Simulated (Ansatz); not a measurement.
GdCd (distorted cell), a check of forces and pressure against finite differences

Program: Ansatz's Python interface.

Script `run_fdcheck.py`:
```python
"""Forces and pressure of GdCd against finite differences of the energy with displaced atoms."""

import ansatz as az
import numpy as np

VECTORS = np.array([
    [3.71345, 0.01508, 0.0004],
    [0.01508, 3.74549, -0.01107],
    [0.0004, -0.01107, 3.8039],
])
SITES = [
    ("Gd", [0.52756, 0.51774, 0.50094], 7),
    ("Cd", [0.01862, 0.01005, 0.00623], 0.0),
]


def on_lattice(cell):
    crystal = az.Crystal(lattice=az.Lattice.of(cell))
    for symbol, position, moment in SITES:
        crystal = crystal.atom(symbol, position, moment=moment or None)
    return crystal

def solve(crystal):
    return (
        crystal.calculation()
        .occupations("fermi_dirac", width=50 * az.meV)  # fractional filling near the Fermi level
        .spin(az.SpinTreatment.COLLINEAR)
        .functional(az.Functional.PBESOL)
        .basis(540, xc_grid=2)
        .kpoints(5, 5, 5)  # sampling of the Brillouin zone
        .scf(tolerance=1e-09)
        .forces()
        .stress()
        .run(threads=1)
    ).report


centre = solve(on_lattice(VECTORS))
start = on_lattice(VECTORS)
# central difference: F = -(E(+h) - E(-h)) / 2h
print(f"force on atom 1 along x: analytic {centre['forces_ev_ang'][1][0]:.4f} eV/A")
for h in (0.004, 0.016):
    shift = np.eye(3)[0] * h @ np.linalg.inv(VECTORS)
    plus, minus = (solve(start.move(1, to=np.array(SITES[1][1]) + sign * shift))["lagrangian_ev"] for sign in (1, -1))
    print(f"  step {h} A: numerical {-(plus - minus) / (2 * h):.4f} eV/A")
# P = -dF/dV; the difference feels the change of the plane-wave count with the cell
volume = abs(np.linalg.det(VECTORS))
larger, smaller = (solve(on_lattice(VECTORS * (1 + sign * 0.005) ** (1 / 3)))["lagrangian_ev"] for sign in (1, -1))
numerical = -(larger - smaller) / (0.01 * volume) * 160.21766
print(f"pressure: analytic {np.trace(centre['stress_gpa']) / 3:.3f}, numerical {numerical:.3f} GPa")
```

```console
$ python run_fdcheck.py
DeckWarning: output.stress: scf.convergence.dr2_threshold = 1e-9 eV is looser than the 2e-10 eV advised for a printed stress (1e-10 eV for each atom of the cell: 2). What an SCF threshold leaves in a stress goes as its square root, and in the free energy as the threshold itself, and one threshold admits the most on a [...]
force on atom 1 along x: analytic 0.0870 eV/A
  step 0.004 A: numerical 0.0870 eV/A
  step 0.016 A: numerical 0.0870 eV/A
pressure: analytic -1.730, numerical -1.729 GPa
```
(Warnings from the package without file and line, shortened.)

Reading the output:
- Open f shells: without a Hubbard U, without spin-orbit coupling; the state reached hangs on the start and needn't be the lowest.
- For a metal this k-point mesh is coarse: on a finer one energies can move by several to tens of meV an atom and pressures by half a GPa or more, differences at one mesh by less.
- Pressure is positive in compression.
- The cell is a database structure, distorted on purpose.
- The central difference errs as the square of the step, so the shorter step is the fairer test; what remains comes from the finite grid and the SCF threshold.
- Timing: 4.5 min on 1 thread of Arm Neoverse V2 (shared host), peak memory 0.6 GiB.
